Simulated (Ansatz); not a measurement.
# H₆O₂Si₂Sn: one species, many methods

Aim: compute H₆O₂Si₂Sn with functionals from several rungs and with coupled cluster. The yardstick is the atomisation energy at the CCSD(T) limit.

Method: functionals in def2-TZVPP, the program's frozen cores in correlated methods; program: Ansatz 0.2.0, Gaussian basis.

The runs, in order: LDA (SPW92), PBE-D4, revPBE-D4, BLYP-D4, r2SCAN-D4, B97M-V, PBE0-D4, B3LYP-D4, r2SCANh-D4, r2SCAN0-D4, HSE06-D4, BHLYP-D4, CAM-B3LYP-D4, LC-ωPBE, ωB97X-V, ωB97M-V, B2PLYP, PBE-QIDH; CCSD(T)/def2-SVP; CCSD(T)/def2-TZVPP; MP2/def2-QZVPP; extrapolation to the limit; RPA on PBE.

## 1. The geometry

All runs share one geometry, relaxed beforehand with PBE0-D4 in a triple-zeta def2 set. Sn takes the def2 core potential; no spin-orbit term is included.

SMILES `[SiH3][O][Sn][O][SiH3]`, 11 atoms, charge 0, spin multiplicity 1.

Atoms are counted from 1 here; the program's logs count them from 0.

Bond lengths: Si1–O2 1.633 Å, Si1–H6 1.488 Å, Si1–H7 1.488 Å, Si1–H8 1.490 Å, O2–Sn3 1.972 Å, Sn3–O4 1.972 Å, O4–Si5 1.632 Å, Si5–H9 1.488 Å, Si5–H10 1.490 Å, Si5–H11 1.488 Å. Angles: O2–Si1–H6 110.7°, O2–Si1–H7 109.5°, O2–Si1–H8 111.2°, H6–Si1–H7 108.7°, H6–Si1–H8 108.4°, H7–Si1–H8 108.3°, Si1–O2–Sn3 147.5°, O2–Sn3–O4 98.4°, Sn3–O4–Si5 148.4°, O4–Si5–H9 109.5°, O4–Si5–H10 111.2°, O4–Si5–H11 110.7°, H9–Si5–H10 108.3°, H9–Si5–H11 108.6°, H10–Si5–H11 108.4°.

Coordinates:

```xyz
11

Si   -1.7332    0.8722   -0.4816
O    -1.8609   -0.4610    0.4526
Sn   -0.9660   -2.0312    1.2420
O     0.8943   -1.5641    0.7851
Si    1.9507   -0.4536    0.2230
H    -1.4181    2.0674    0.3470
H    -3.0212    1.1082   -1.1883
H    -0.6607    0.7136   -1.5042
H     3.2608   -0.6235    0.9078
H     1.4647    0.9317    0.4791
H     2.1549   -0.6166   -1.2419
```

## 2. LDA

This LDA is Slater exchange with PW92 correlation.

Input file in.yaml:

```yaml
crystal:
  periodic: [false, false, false]
  atoms:
    - {symbol: Si, position_ang: [-1.733229, 0.872193, -0.481625]}
    - {symbol: O, position_ang: [-1.860873, -0.460988, 0.452628]}
    - {symbol: Sn, position_ang: [-0.965977, -2.031193, 1.242020]}
    - {symbol: O, position_ang: [0.894337, -1.564144, 0.785084]}
    - {symbol: Si, position_ang: [1.950679, -0.453633, 0.223041]}
    - {symbol: H, position_ang: [-1.418068, 2.067366, 0.347019]}
    - {symbol: H, position_ang: [-3.021249, 1.108224, -1.188345]}
    - {symbol: H, position_ang: [-0.660727, 0.713607, -1.504219]}
    - {symbol: H, position_ang: [3.260839, -0.623534, 0.907808]}
    - {symbol: H, position_ang: [1.464665, 0.931745, 0.479115]}
    - {symbol: H, position_ang: [2.154901, -0.616644, -1.241925]}
basis:
  gaussian: {orbitals: def2-TZVPP}
hamiltonian: {xc: lda}
output: {orbitals: {seedname: orbitals}}
```

Run with:

```sh
> ansatz run in.yaml --threads 2 --pin off --events-out ev --progress --plain --max-ram 32768MiB --backend cuda --devices 0, --max-vram 18GiB
```

After this run come: PBE-D4 (GGA); revPBE-D4 (GGA); BLYP-D4 (GGA); r2SCAN-D4 (meta-GGA); B97M-V (meta-GGA); PBE0-D4 (hybrid); B3LYP-D4 (hybrid); r2SCANh-D4 (hybrid); r2SCAN0-D4 (hybrid); HSE06-D4 (hybrid); BHLYP-D4 (hybrid); CAM-B3LYP-D4 (range-separated); LC-ωPBE (range-separated); ωB97X-V (range-separated); ωB97M-V (range-separated); B2PLYP (double hybrid); PBE-QIDH (double hybrid); CCSD(T) in def2-SVP; CCSD(T) in def2-TZVPP; MP2 in def2-QZVPP; RPA on PBE orbitals.

**Question.** What will the summary of the whole plan be? Wanted: atomisation energy, CCSD(T)/CBS; farthest beyond LDA; mean size of error, GGA; mean size of error, meta-GGA; mean size of error, hybrid; mean size of error, range-separated; mean size of error, double hybrid; gap, smallest and largest; T1 diagnostic.

As calculated:

| quantity | value |
| --- | --- |
| atomisation energy, CCSD(T)/CBS | 38.344 eV |
| functionals within 0.383 eV (1.0 %) | B97M-V, CAM-B3LYP-D4, ωB97X-V, ωB97M-V |
| farthest beyond LDA | BHLYP-D4 (-1.369 eV) |
| mean size of error, GGA | 0.769 eV |
| mean size of error, meta-GGA | 0.290 eV |
| mean size of error, hybrid | 1.030 eV |
| mean size of error, range-separated | 0.433 eV |
| mean size of error, double hybrid | 1.016 eV |
| gap, smallest and largest | 3.54 eV (LDA (SPW92)), 10.38 eV (LC-ωPBE) |
| T1 diagnostic | 0.0158 |
| triples share of the correlation energy | 3.4 % |

**Reading.** The LDA atomisation energy is off by 4.293 eV (11 %): it overbinds. PBE-D4 is off by -0.529 eV. Double hybrids carry the basis error of their MP2 part in triple zeta, and no dispersion term here, so their miss is partly the set-up's. Taken by rung, meta-GGA functionals do best (0.290 eV on average) and hybrid ones worst beyond LDA (1.030 eV). The gap between the best rungs is small, so their order is not settled. The mean of the hybrids holds BHLYP, with half exact exchange. Misses under about 0.383 eV are within the doubt on the reference itself, which lacks core-valence correlation, spin-orbit coupling and higher excitations, and its outer-core shells are covered unevenly. All levels share the lack of spin-orbit coupling, which lowers the free heavy atoms and so the true binding. Hartree-Fock recovers 71 % of the binding; the rest is correlation. CCSD(T) in def2-SVP is off by -3.552 eV, so the small basis spoils what the method gains. Orbital gaps span 3.5 to 10.4 eV; exact exchange widens them. Correlated methods include outer-core shells of Sn, which these sets cover unevenly.
